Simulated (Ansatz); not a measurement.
# BBr2H: the cost of one run

All numbers are computed with Ansatz 0.2.0 through its Python package. Level of theory: CASSCF/def2-SVP.

## (1) The structure

Bond lengths: Br1–B2 2.031 Å, B2–Br3 1.994 Å, B2–H4 1.111 Å. Angles: Br1–B2–Br3 119.4°, Br1–B2–H4 121.5°, Br3–B2–H4 119.1°.

No structure file is read: the coordinates are typed or built in the script.

## (2) The script

Contents of cas_bbr2h.py:

```python
"""Active-space calculation on BBr2H."""

import ansatz as az

geometry = (
    az.Crystal.molecule()
    .atom("Br", (0.7813, 0.2332, 1.7408))
    .atom("B", (-0.2053, 0.0527, -0.0254))
    .atom("Br", (0.735, -0.7433, -1.5933))
    .atom("H", (-1.2555, 0.3971, -0.1424))
)

setup = geometry.calculation()
setup = setup.basis(gaussian="def2-SVP").accuracy("high")
setup = setup.correlation(active_electrons=2, active_orbitals=2)
for method in [None]:
    rep = (setup if method is None else setup.correlation(method)).run(threads=1).report
    space = rep["configurations"]
    state = space["states"][0]
    print(method or "casscf", f"total {rep['free_energy_ev'] / 27.211386246:.6f} Ha, active-space state {state['energy']['hartree']:.6f} Ha, mean field {rep['reference_energy_ev'] / 27.211386246:.6f} Ha")
    print("  determinants", state["n_determinants"], " natural occupations", [round(n, 3) for n in space["natural_occupations"]])
```

## (3) The calls as engine input

The engine receives this input:

```yaml
crystal:
  periodic: [false, false, false]
  atoms:
    - { symbol: Br, position_ang: [0.7813, 0.2332, 1.7408] }
    - { symbol: B, position_ang: [-0.2053, 0.0527, -0.0254] }
    - { symbol: Br, position_ang: [0.735, -0.7433, -1.5933] }
    - { symbol: H, position_ang: [-1.2555, 0.3971, -0.1424] }
accuracy: high
basis:
  gaussian:
    orbitals: def2-SVP
correlation:
  active_space:
    window:
      electrons: 2
      orbitals: 2
```

## (4) Running it

On the command line:

```console
$ python cas_bbr2h.py
```

What time and memory should one allow on 1 thread of Arm Neoverse V2, shared host?

About 13 s, with a peak of 0.41 GiB.
